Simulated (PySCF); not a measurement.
# GaH6N: the cost of one run

The runs use PySCF 2.14.0, with density-fitted response routines of our own; the level of theory stands in each step. All values are computed, except where a source is named. Atoms are numbered from 0 throughout.

### 1 Starting geometry

8 atoms, charge 0, multiplicity 1; geometry from: PBE0-D3(BJ)/def2-SVP.

Bonds of the start (Å): N0–Ga1 2.15, N0–H2 1.02, N0–H3 1.02, N0–H4 1.02, Ga1–H5 1.58, Ga1–H6 1.58, Ga1–H7 1.58.

### 2 Ultraviolet spectrum: PBE0/aug-cc-pVTZ

What the job is given:

```
{"job": {"kind": "uv", "xc": "PBE0", "basis": "aug-cc-pVTZ"}, "charge": 0, "multiplicity": 1}
N     -1.007601    -0.072540    -0.011132
Ga     1.136037     0.079636    -0.002937
H     -1.377557     0.001081    -0.958479
H     -1.431918     0.668779     0.545820
H     -1.316683    -0.964656     0.374161
H      1.373067    -0.074708     1.555452
H      1.460371    -1.163882    -0.928860
H      1.266011     1.526685    -0.633756
```

With the program's defaults for keys left out, this is: TDDFT PBE0/aug-cc-pVTZ, vertical, gas phase, core orbitals frozen in the response.

Started as:

```
> OMP_NUM_THREADS=1 python probes_run.py task.json out
```

The driver reads the jobs from task.json and runs them one after another.

Q: Estimate the wall time and peak memory of this first job on 1 thread of Arm Neoverse V1, shared host.

About 17 s, with a peak of 0.88 GiB.
